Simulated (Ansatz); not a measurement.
# C2H6AlFS: basis-set convergence

The task here is to estimate one member of a computed series from the others.

Computed with Ansatz 0.2.0, Gaussian basis. Level: one geometry, several basis sets.

The runs, in order: PBE0-D4/def2-SVP; ωB97M-V/def2-SVP; PBE0-D4/def2-QZVPP; ωB97M-V/def2-QZVPP; the functionals' def2-TZVPP values are taken from earlier runs.

## The geometry

An earlier PBE0-D4 in a triple-zeta def2 set relaxation fixed the geometry.

SMILES `C[S][Al]([CH3])[F]`, 11 atoms, charge 0, spin multiplicity 1.

Atoms are counted from 1 here; the program's logs count them from 0.

Bond lengths: C1–S2 1.824 Å, C1–H6 1.089 Å, C1–H7 1.089 Å, C1–H8 1.089 Å, S2–Al3 2.166 Å, Al3–C4 1.940 Å, Al3–F5 1.651 Å, C4–H9 1.094 Å, C4–H10 1.094 Å, C4–H11 1.092 Å. Angles: S2–C1–H6 108.8°, S2–C1–H7 112.3°, S2–C1–H8 108.6°, H6–C1–H7 108.9°, H6–C1–H8 109.3°, H7–C1–H8 108.9°, C1–S2–Al3 101.1°, S2–Al3–C4 124.9°, S2–Al3–F5 115.0°, C4–Al3–F5 120.1°, Al3–C4–H9 111.7°, Al3–C4–H10 111.7°, Al3–C4–H11 110.3°, H9–C4–H10 107.2°, H9–C4–H11 107.9°, H10–C4–H11 107.9°.

The first run:

Input file in.yaml:

```yaml
crystal:
  periodic: [false, false, false]
  atoms:
    - {symbol: C, position_ang: [-0.644854, 1.737601, 0.673963]}
    - {symbol: S, position_ang: [0.006237, 1.729212, -1.029756]}
    - {symbol: Al, position_ang: [0.566653, -0.351590, -1.251244]}
    - {symbol: C, position_ang: [0.347656, -1.711654, 0.114084]}
    - {symbol: F, position_ang: [1.220162, -0.745090, -2.715568]}
    - {symbol: H, position_ang: [-0.033643, 2.404031, 1.280824]}
    - {symbol: H, position_ang: [-0.639770, 0.745401, 1.123619]}
    - {symbol: H, position_ang: [-1.668350, 2.109073, 0.652412]}
    - {symbol: H, position_ang: [-0.702614, -1.839719, 0.391393]}
    - {symbol: H, position_ang: [0.894844, -1.460287, 1.027053]}
    - {symbol: H, position_ang: [0.718980, -2.673779, -0.246181]}
basis:
  gaussian: {orbitals: def2-SVP}
hamiltonian: {xc: pbe0, dispersion: d4}
output: {orbitals: {seedname: orbitals}}
```

Launch:

```
ansatz run in.yaml --threads 4 --pin off --events-out ev --progress --plain --max-ram 10444MiB
```

Steps of the session up to this table: PBE0-D4 in def2-SVP; ωB97M-V in def2-SVP; PBE0-D4 in def2-QZVPP; ωB97M-V in def2-QZVPP.

One of the session's tables, all rows but one given; the rest of the session is left out.

It belongs to the step «Functionals by basis». 

| functional | basis | HOMO (eV) | LUMO (eV) |
| --- | --- | --- | --- |
| PBE0-D4 | def2-SVP | -7.11 | -0.13 |
| PBE0-D4 | def2-TZVPP | ? | ? |
| PBE0-D4 | def2-QZVPP | -7.22 | -0.46 |
| ωB97M-V | def2-SVP | -9.24 | 1.57 |
| ωB97M-V | def2-TZVPP | -9.38 | 1.27 |
| ωB97M-V | def2-QZVPP | -9.41 | 0.77 |

**Question.** Estimate the row for PBE0-D4, def2-TZVPP.

**Answer.** HOMO (eV): -7.20; LUMO (eV): -0.27. In the column «HOMO (eV)» it lies between PBE0-D4, def2-QZVPP (-7.22) and PBE0-D4, def2-SVP (-7.11).
